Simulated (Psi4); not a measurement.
**SnH3F (SnFH3) at MP2/def2-QZVPPD (density fitting, core potential, density fitting for correlation, sweep point 7)**

Aim: the vertical singlet–triplet gap of SnH3F (SnFH3) at MP2/def2-QZVPPD (density fitting, core potential, density fitting for correlation, sweep point 7), from 2 runs. 

Program for the calculation: Psi4 1.11.

### Step 1. The system as given

SnH3F has 5 atoms, charge 0, and is taken as a singlet. As SMILES, `[H][Sn]([H])([H])[F]`. Geometry: a GFN2-xTB relaxation, a rough one for these elements and not checked as a minimum.

Bond lengths: Sn1–F2 1.924 Å, Sn1–H3 1.664 Å, Sn1–H4 1.662 Å, Sn1–H5 1.663 Å. Angles: F2–Sn1–H3 102.5°, F2–Sn1–H4 102.8°, F2–Sn1–H5 102.6°, H3–Sn1–H4 115.3°, H3–Sn1–H5 115.3°, H4–Sn1–H5 115.5°.

### Step 2. A single-point energy at MP2/def2-QZVPPD (density fitting, core potential, density fitting for correlation, sweep point 7)

File fh3sn.inp:

```
memory 1600 mb

molecule {
  0 1
  Sn    -0.00489439     0.00457314    -0.31545198
  F      0.02218538    -0.03641502     3.32089131
  H      3.05990123     0.02073030    -1.01701281
  H     -1.54532354     2.66160366    -0.96844684
  H     -1.53186869    -2.65049207    -1.01997968
  units bohr
  symmetry c1
}

set basis def2-QZVPPD
set puream true
set scf_type df
set num_frozen_docc 5

energy('mp2')
```

Command:

```console
psi4 -i fh3sn.inp -o fh3sn.out -n 1
```

fh3sn.out:

```text
[...]
    !!!  WARNING: ECP capability is in beta. Please check occupations closely.  !!!
[...]
  Running in c1 symmetry.
[...]
  Nuclear repulsion =   81.108187424715297
[...]
  Multiplicity = 1
[...]
  Nalpha       = 17
  Nbeta        = 17
[...]
    Number of basis functions: 253
[...]
   @DF-RHF iter   1:  -314.49380357915334   -1.75582e+00   2.17303e-03 ADIIS/DIIS
[...]
   @DF-RHF iter  10:  -314.59416191336038   -1.60298e-10   7.56477e-09 DIIS
[...]
    Orbital Energies [Eh]
    ---------------------
    Doubly Occupied:
       1A    -26.219251     2A     -5.884846     3A     -4.076194
       4A     -4.073868     5A     -4.073859     6A     -1.511302
       7A     -1.344594     8A     -1.344576     9A     -1.338586
      10A     -1.338565    11A     -1.333185    12A     -0.708899
      13A     -0.593006    14A     -0.592996    15A     -0.565749
      16A     -0.471109    17A     -0.470637
[...]
  @DF-RHF Final Energy:  -314.59416191336038
   => Energetics <=
    Nuclear Repulsion Energy =             81.1081874247152967
    One-Electron Energy =                -679.5222590759744890
    Two-Electron Energy =                 283.8199097378987972
    Total Energy =                       -314.5941619133603808
[...]
 Multipole Moments:
 ------------------------------------------------------------------------------------
     Multipole            Electronic (a.u.)      Nuclear  (a.u.)        Total (a.u.)
 ------------------------------------------------------------------------------------
 L = 1.  Multiply by 2.5417464519 to convert [e a0] to [Debye]
 Dipole X            :         -0.1323303            0.1184903           -0.0138400
 Dipole Y            :          0.1849501           -0.1685951            0.0163550
 Dipole Z            :        -15.8941171           14.6148905           -1.2792267
 Magnitude           :                                                    1.2794061
[...]
```

It took 9.3 s on 1 thread of Intel Xeon Platinum 8259CL at 2.50GHz (Skylake/Cascade Lake), shared host; peak memory 0.57 GiB.

### Step 3. The triplet, same level

File fh3sn.inp:

```
memory 1.6 GB

molecule {
  0 3
  Sn    -0.00489439     0.00457314    -0.31545198
  F      0.02218538    -0.03641502     3.32089131
  H      3.05990123     0.02073030    -1.01701281
  H     -1.54532354     2.66160366    -0.96844684
  H     -1.53186869    -2.65049207    -1.01997968
  units au
  symmetry c1
}

set {
  basis           def2-QZVPPD
  reference       uhf
  puream          true
  scf_type        df
  num_frozen_docc 5
  maxiter         150
}

energy("mp2")
```

Command:

```console
psi4 -i fh3sn.inp -o fh3sn.out -n 1
```

fh3sn.out:

```text
[...]
    !!!  WARNING: ECP capability is in beta. Please check occupations closely.  !!!
[...]
  Running in c1 symmetry.
[...]
  Nuclear repulsion =   81.108187424715297
[...]
  Multiplicity = 3
[...]
  Nalpha       = 18
  Nbeta        = 16
[...]
    Number of basis functions: 253
[...]
   @DF-UHF iter   1:  -314.15446794833247   -1.41649e+00   2.45100e-03 ADIIS/DIIS
[...]
   @DF-UHF iter  24:  -314.33720722877302   -2.76259e-11   6.03341e-09 DIIS
[...]
   @S^2 Observed:                2.014397918E+00
[...]
    Orbital Energies [Eh]
    ---------------------
    Alpha Occupied:
       1A    -26.242380     2A     -5.915463     3A     -4.114288
       4A     -4.101737     5A     -4.099773     6A     -1.536354
       7A     -1.388630     8A     -1.377854     9A     -1.372908
      10A     -1.361237    11A     -1.358001    12A     -0.806560
      13A     -0.654278    14A     -0.614405    15A     -0.610729
      16A     -0.569304    17A     -0.497069    18A     -0.193325
    Alpha Virtual:
      19A      0.029189    20A      0.060080    21A      0.062953
      22A      0.073512    23A      0.083707    24A      0.089742
      25A      0.094761    26A      0.098534    27A      0.118239
[...]
  @DF-UHF Final Energy:  -314.33720722877302
   => Energetics <=
    Nuclear Repulsion Energy =             81.1081874247152967
    One-Electron Energy =                -678.3774368817280447
    Two-Electron Energy =                 282.9320422282397089
    Total Energy =                       -314.3372072287730248
  UHF NO Occupations:
  HONO-2 :   16  A 1.9956082
  HONO-1 :   17  A 1.0000000
[...]
 Multipole Moments:
 ------------------------------------------------------------------------------------
     Multipole            Electronic (a.u.)      Nuclear  (a.u.)        Total (a.u.)
 ------------------------------------------------------------------------------------
 L = 1.  Multiply by 2.5417464519 to convert [e a0] to [Debye]
 Dipole X            :         -0.4639514            0.1184903           -0.3454611
 Dipole Y            :          0.7617809           -0.1685951            0.5931858
 Dipole Z            :        -15.1782254           14.6148905           -0.5633349
 Magnitude           :                                                    0.8880084
[...]
```

Wall time 13 s (1 thread of Intel Xeon Platinum 8259CL at 2.50GHz (Skylake/Cascade Lake), shared host); peak memory 0.57 GiB.

### Step 4. Summary of results

Level: MP2/def2-QZVPPD (density fitting, core potential, density fitting for correlation, sweep point 7), 5 core orbitals frozen.

| quantity | value |
| --- | --- |
| singlet: total energy | -315.42427 Eh |
| singlet: HOMO energy (Hartree–Fock orbitals) | -12.81 eV |
| singlet: LUMO energy (Hartree–Fock orbitals) | 0.95 eV |
| singlet: HOMO–LUMO gap (Hartree–Fock orbitals) | 13.76 eV |
| singlet: correlation energy (5 core orbitals frozen) | -830.1 mEh |
| triplet: total energy | -315.15949 Eh |
| triplet: HOMO energy (Hartree–Fock orbitals) (highest over α and β) | -5.26 eV |
| triplet: LUMO energy (Hartree–Fock orbitals) (lowest over α and β) | -4.01 eV |
| triplet: correlation energy (5 core orbitals frozen) | -822.3 mEh |
| triplet: ⟨S²⟩ of the reference determinant | 2.014 |
| vertical energy of the triplet above the singlet | 7.205 eV |

In words: At this shape the triplet lies 7.21 eV (695 kJ/mol) above the singlet.
